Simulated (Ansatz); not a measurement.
Write a Python script for Ansatz 0.2.0, Python API that makes a relaxation of the ions of K3Ag, space group Pm-3m. Settings: r2SCAN, PAW, the default cutoff (500 eV here), 3×3×3 k-points, Fermi-Dirac smearing of 0.05 eV.

The script reads `k3ag.cif`:
```cif
data_K3Ag
_cell_length_a 5.777752
_cell_length_b 5.777752
_cell_length_c 5.777752
_cell_angle_alpha 90.00000
_cell_angle_beta 90.00000
_cell_angle_gamma 90.00000
_symmetry_space_group_name_H-M 'P 1'
_symmetry_Int_Tables_number 1
loop_
_symmetry_equiv_pos_as_xyz
'x, y, z'
loop_
_atom_site_label
_atom_site_type_symbol
_atom_site_fract_x
_atom_site_fract_y
_atom_site_fract_z
K1 K    0.500000    0.000000    0.000000
K2 K    0.000000    0.500000    0.000000
K3 K    0.000000    0.000000    0.500000
Ag4 Ag    0.500000    0.500000    0.500000
```

The script, `relax_k3ag.py`:
```python
"""Geometry optimisation of K3Ag from a disturbed start."""

import ansatz as az
from ase import Atoms
from ase.data import atomic_numbers
from ase.io import read
from ase.neighborlist import neighbor_list
import numpy as np
import spglib

XC = "r2scan"
K_DENSITY = 2.4
FILLING = "fermi_dirac"
WIDTH_EV = 0.05
FMAX = 0.01

atoms = read("k3ag.cif")
structure = az.Crystal.from_ase(atoms)

model = (
    structure.calculation()
    .functional(XC)
    .kpoints(density=K_DENSITY)
    .occupations(FILLING, width=WIDTH_EV)
    .relax(force_tolerance=FMAX, random_displacement=True, displacement_amplitude=0.05, displacement_seed=380)
)
steps = []


def collect(event):
    if event["event"] == "relax_step":
        steps.append(event["data"])


result = model.session().plan().execute(on_event=collect)
r = result.report
for s in steps:
    flag = "" if s["accepted"] else "  (rejected)"
    print("step %2d  E = %.5f eV  largest force component = %.4f eV/A%s" % (s["step"], s["lagrangian_ev"], s["allowed_force_max_ev_ang"], flag))

first, last = steps[0], steps[-1]
symbols = [site.symbol for site in result.lattice.sites]
print(f"energy gained {first['lagrangian_ev'] - last['lagrangian_ev']:.4f} eV in {len(steps) - 1} steps")

final = Atoms(symbols, positions=last["positions_ang"], cell=result.lattice.cell_ang, pbc=True)
i, j, d = neighbor_list("ijd", final, 4.5)
print("neighbours within 1.1 times the shortest distance of each atom (A)")
for atom in range(len(final)):
    near = [m for m in np.argsort(d) if i[m] == atom]
    shell = [m for m in near if d[m] < 1.1 * d[near[0]]]
    print(f"{symbols[atom]}{atom} ({len(shell)}):", ", ".join(f"{symbols[j[m]]} {d[m]:.3f}" for m in shell))

fractions = [site.position_frac for site in result.lattice.sites]
numbers = [atomic_numbers[s] for s in symbols]
for tolerance in (1e-3, 1e-2, 1e-1):
    print(f"space group at {tolerance} A:", spglib.get_spacegroup((result.lattice.cell_ang, fractions, numbers), symprec=tolerance))

moved = np.linalg.norm(np.array(last["positions_ang"]) - np.array(first["positions_ang"]), axis=1)
print("displacement by atom (A):", " ".join(f"{s}:{d:.3f}" for s, d in zip(symbols, moved)))

print("relaxed fractional positions")
for site in result.lattice.sites:
    print(f"  {site.symbol:2s}", " ".join(f"{v % 1:8.5f}" for v in np.round(site.position_frac, 5)))

print("%-22s %14.5f eV" % ("F = E - TS", r["free_energy_ev"]))
print("%-22s %14.5f eV" % ("E", r["internal_energy_ev"]))
print("%-22s %14.5f eV" % ("Harris-Foulkes", r["harris_foulkes_ev"]))
print("%-22s %14.5f eV" % ("Fermi level", r["fermi_energy_ev"]))
```

```console
$ python relax_k3ag.py
DeckWarning: basis.ecutwfc = 500 eV, auto-derived from the records' recommended cutoffs: set by K (their level for a meta-GGA)
step  1  E = -12230.64584 eV  largest force component = 0.0430 eV/A
step  2  E = -12230.64651 eV  largest force component = 0.0238 eV/A
step  3  E = -12230.64717 eV  largest force component = 0.0027 eV/A
step  4  E = -12230.64722 eV  largest force component = 0.0026 eV/A
energy gained 0.0014 eV in 3 steps
neighbours within 1.1 times the shortest distance of each atom (A)
K0 (12): Ag 4.075, Ag 4.075, K 4.080, K 4.083, K 4.085, K 4.085, K 4.086, K 4.086, K 4.088, K 4.091, Ag 4.096, Ag 4.096
K1 (12): Ag 4.073, Ag 4.076, K 4.081, K 4.084, K 4.085, K 4.085, K 4.086, K 4.086, K 4.087, K 4.090, Ag 4.095, Ag 4.098
K2 (12): Ag 4.076, K 4.080, K 4.081, K 4.083, Ag 4.084, K 4.084, K 4.087, Ag 4.087, K 4.088, K 4.090, K 4.091, Ag 4.095
Ag3 (12): K 4.073, K 4.075, K 4.075, K 4.076, K 4.076, K 4.084, K 4.087, K 4.095, K 4.095, K 4.096, K 4.096, K 4.098
space group at 0.001 A: P1 (1)
space group at 0.01 A: Cm (8)
space group at 0.1 A: Pm-3m (221)
displacement by atom (A): K:0.040 K:0.045 K:0.041 Ag:0.016
relaxed fractional positions
  K   0.50093  0.00174  0.99601
  K   0.00091  0.50155  0.99606
  K   0.00001  0.00090  0.49570
  Ag  0.50130  0.50184  0.49346
F = E - TS               -12230.64722 eV
E                        -12230.62774 eV
Harris-Foulkes           -12230.64722 eV
Fermi level                   3.94071 eV
```
(Warnings from the package without file and line.)

What to keep in mind:
- Total energies depend on the potentials; only differences at equal settings carry meaning. A total without «per atom» is that of the cell as typed.
- Only differences from the Fermi energy are physical; the zero of the scale is a convention.
- Energies along a relaxation are free energies. A last row that repeats the one before re-solves the same geometry more tightly.
- The first row is the displaced cell, and groups found at tight tolerances show what the force threshold leaves of the kick.
- The cell relaxed to the group Cm; tensors and edges are in the axes of the typed cell.
- The structure comes from a database of computed cells and needn't be a stable or known phase.
- Wall time of the script: 68 s on 1 thread of Arm Neoverse V2, with other jobs on the host, peak memory 0.86 GiB.

(Lines on the test bed's own set-up are left out of the output.)
